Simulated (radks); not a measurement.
**Exchange and kinetic functionals tested on atomic densities: Zr⁴⁺, Ba²⁺, Rb, Be⁺, In³⁺, Ca¹³⁺**

Aim: take each self-consistent density and evaluate many functionals on it, against the exact exchange and kinetic energies of the same orbitals. Every spin shell is full or empty, so the densities are truly spherical.

Program: radks (a radial shooting solver on a logarithmic mesh, Libxc functionals) version 1. Level of theory: non-relativistic Kohn-Sham, exchange-only LDA, spin-polarised, spherical densities, point nucleus; open shells are filled with parallel spins first. These are calculated values, not measurements, unless marked.

### Step 1. What is computed

| Quantity | Value |
| --- | --- |
| species | Zr⁴⁺ ([Kr]), Ba²⁺ ([Xe]), Rb ([Kr] 5s1), Be⁺ ([He] 2s1), In³⁺ ([Kr] 4d10), Ca¹³⁺ ([He] 2s2 2p3) |

### Step 2. Zr⁴⁺, [Kr]

The run's settings:

```text
Z 40
configuration [Kr]
relativity non-relativistic
functional lda,
spin polarised
nucleus point
```

### Step 3. Ba²⁺, [Xe]

The run's settings:

```text
Z 56
configuration [Xe]
relativity non-relativistic
functional lda,
spin polarised
nucleus point
```

### Step 4. Rb, [Kr] 5s1

The run's settings:

```text
Z 37
configuration [Kr] 5s1
relativity non-relativistic
functional lda,
spin polarised
nucleus point
```

### Step 5. Be⁺, [He] 2s1

The run's settings:

```text
Z 4
configuration [He] 2s1
relativity non-relativistic
functional lda,
spin polarised
nucleus point
```

### Step 6. In³⁺, [Kr] 4d10

The run's settings:

```text
Z 49
configuration [Kr] 4d10
relativity non-relativistic
functional lda,
spin polarised
nucleus point
```

### Step 7. Ca¹³⁺, [He] 2s2 2p3

The run's settings:

```text
Z 20
configuration [He] 2s2 2p3
relativity non-relativistic
functional lda,
spin polarised
nucleus point
```

What does the calculation give? Wanted: for each run, error in magnitude; Zr⁴⁺; Ba²⁺; Rb; Be⁺; In³⁺; Ca¹³⁺.

**Answer**, as computed:

```csv
error in magnitude (%),Zr⁴⁺,Ba²⁺,Rb,Be⁺,In³⁺,Ca¹³⁺
"exchange, LDA",-5.37,-4.65,-5.46,-13.41,-4.93,-9.71
"exchange, B88",+0.03,+0.02,+0.07,-0.22,+0.00,-0.28
"exchange, PBE",-0.45,-0.43,-0.40,-1.20,-0.46,-0.98
"exchange, revPBE",-0.28,-0.30,-0.22,+0.15,-0.31,-0.26
"exchange, RPBE",-0.21,-0.25,-0.16,+0.45,-0.25,-0.08
"exchange, G96",+0.32,+0.36,+0.34,-0.04,+0.33,-0.11
"exchange, TPSS",-0.19,-0.33,-0.11,+0.41,-0.30,+0.09
"exchange, SCAN",+0.23,+0.14,+0.26,+0.01,+0.16,+0.02
"exchange, Tao-Mo",-0.74,-0.83,-0.67,+0.56,-0.82,-0.17
"kinetic, Thomas-Fermi",-5.67,-5.16,-5.82,-10.08,-5.32,-8.16
"kinetic, TF + vW",+39.10,+34.87,+40.06,+85.77,+36.49,+62.00
"kinetic, TF + vW/9",-0.70,-0.71,-0.72,+0.57,-0.68,-0.37
"kinetic, APBEK",+0.13,+0.08,+0.11,+0.33,+0.12,+0.09
"kinetic, revAPBEK",+0.33,+0.24,+0.32,+1.17,+0.30,+0.60
"kinetic, Thakkar",-0.50,-0.65,-0.49,+0.61,-0.57,-0.08
"kinetic, LKT",+20.93,+18.32,+21.51,+56.70,+19.33,+37.82
"kinetic, DePristo-Kress",-0.06,-0.15,-0.08,-0.16,-0.09,-0.45
"kinetic, Ernzerhof",-0.37,-0.45,-0.39,+3.36,-0.39,+0.89
```

In words: Negative means that the magnitude is too small. For exchange the mean absolute error is least for B88 (0.10 %) and largest for LDA (7.25 %). Among the orbital-free kinetic functionals APBEK (0.14 %) does best and TF + vW (49.71 %) worst. The functionals are evaluated on one density each, not self-consistently.
